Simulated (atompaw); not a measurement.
# Pm: the cost of one run

Program: atompaw 4.2.0.5. Reference atom: PBE, scalar-relativistic, spherical and spin-unpolarised. All values are calculated.

### Step 1. Settings

Typed settings, in words:

```
element                 : promethium (Pm, Z = 61)
type                    : PAW
frozen core             : [Kr] 4d10
valence charge          : 15
reference configuration : 4f4 5s2 5p6 5d1 6s2 6p0
partial waves           : 5s (bound): rc 1.65 bohr; 6s (bound): rc 3.00 bohr; 5p (bound): rc 2.90 bohr; 6p (bound, empty): rc 3.00 bohr; 5d (bound): rc 3.00 bohr; 5d channel at 1.3 Ry: rc 3.00 bohr; 4f (bound): rc 1.20 bohr; 4f channel at -0.2 Ry: rc 1.20 bohr
local potential         : troulliermartins scheme with l = 4 at -0.5 Ry, radius 2.60 bohr
core correction         : smooth core density matched at 1.80 bohr
augmentation charge     : besselshape compensation charge, radius 2.70 bohr; PAW radius 3.00 bohr; waves and projectors: custom polynom vanderbiltortho
```

The outer shells as boxes (Hund's rule for the drawing; the calculation is spin-unpolarised):

```
[Kr] core
4d [↑↓][↑↓][↑↓][↑↓][↑↓]
4f [↑ ][↑ ][↑ ][↑ ][  ][  ][  ]
5s [↑↓]
5p [↑↓][↑↓][↑↓]
5d [↑ ][  ][  ][  ][  ]
6s [↑↓]
6p [  ][  ][  ]
```

The nodes and maxima of the atom's own shells, from an earlier all-electron run, set the scale for the radii.

All-electron outer shells of the reference configuration (PBE, scalar-relativistic, ld1.x):

```
shell  level (eV)  outermost node (bohr)  outermost maximum (bohr)
   4p     -243.54                   0.31                      0.58
   4d     -129.31                   0.29                      0.60
   5s      -45.21                   0.70                      1.27
   5p      -25.34                   0.75                      1.44
   4f       -7.48                      –                      0.62
   6s       -3.93                   1.70                      3.54
   5d       -2.84                   0.85                      2.04
   6p       -1.34                   2.03                      4.72
```

### Step 2. The generation run

The input, Pm.input:

```
Pm 61
GGA-PBE scalarrelativistic loggrid 2001 logderivrange -5 5 251
6 6 5 4 0 0
6 1 0
5 2 1
4 3 4
0 0 0
c
c
c
c
v
v
c
c
c
v
v
c
c
v
v
3
3.00 2.70 2.60 1.80
n
n
y
1.3
n
y
-0.2
n
custom polynom vanderbiltortho besselshape
4 -0.5 troulliermartins
1.65
3.00
2.90
3.00
3.00
3.00
1.20
1.20
PWSCFOUT
UPFDX 0.0125d0 UPFXMIN -7.d0 UPFZMESH 61.d0
END
```

Started as:

```console
$ atompaw < Pm.input > Pm.log
```

**Question.** How long does this run take on 1 thread of Intel Xeon 6975P-C, shared host?

About 12 s.
